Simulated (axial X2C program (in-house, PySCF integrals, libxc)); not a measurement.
**TeLi: properties at the nuclei**

Aim: properties at the nuclei of TeLi, with spin–orbit coupling in the Hamiltonian from the start.

Program: an in-house X2C program for linear molecules on PySCF integrals. Level of theory: two-component X2C with atomic mean-field terms, Te dyall-cv3z, Li dyall-cv3z. These are calculated values, not measurements.

## (1) The job

The input, task.json:

```json
{"zs": [52, 3], "q": 0, "bas": ["dyall-cv3z", "dyall-cv3z"], "r0": 2.52, "levels": ["PBE0", "HF", "r2SCAN", "LDA", "PBE50"], "nst": 3}
```

Keys: zs atomic numbers; q charge; bas basis sets; r0 starting distance in Å; levels methods (HF also brings MP2); nst determinants followed.

The run is started by

```
$ python soeom.py task.json out
```

Further steps of the session: Expectation values, lowest determinant; Expectation values, a higher determinant.

What does the calculation give? Wanted: lowest determinant; Eeff magnitude; Ws magnitude Te; A∥/gI Te; qzz Te; higher determinant (for each run or level that gives them).

The runs gave:

| quantity | value |
| --- | --- |
| lowest determinant | Ω = 3/2 (excess of +ω over −ω: ω = 3/2) |
| Eeff magnitude (GV/cm), PBE0 | 0.381 |
| Ws magnitude Te (kHz), PBE0 | 0.121 |
| A∥/gI Te (MHz), PBE0 | 464 |
| qzz Te (a.u.), PBE0 | -3.52 |
| higher determinant | Ω = 1/2 (excess of +ω over −ω: ω = 1/2) |
| Eeff magnitude (GV/cm), PBE0, higher determinant | 2.82 |
| Ws magnitude Te (kHz), PBE0, higher determinant | 3.37 |
| A∥/gI Te (MHz), PBE0, higher determinant | 2370 |
| qzz Te (a.u.), PBE0, higher determinant | -2.60 |

In the first state, the effective field runs from 0.259 to 0.765 GV/cm over the mean-field levels, so the levels don't agree on it. The expectation values come from single determinants, which for open shells can mix terms of unlike spin or miss the lowest Ω, so a determinant need not be a state. Eeff is the effective electric field on the electron dipole moment in this Ω state and Ws the scalar–pseudoscalar constant (defined with the proton number Z and per Ω); A∥ is the parallel hyperfine constant, which follows by multiplying with the nuclear g factor gI = μI/(I μN); qzz is the electric field gradient, eQq0 = 234.96 MHz × Q/barn × qzz; μ is positive if Li is the positive end. The operators were transformed with the bare-nucleus X2C matrices.
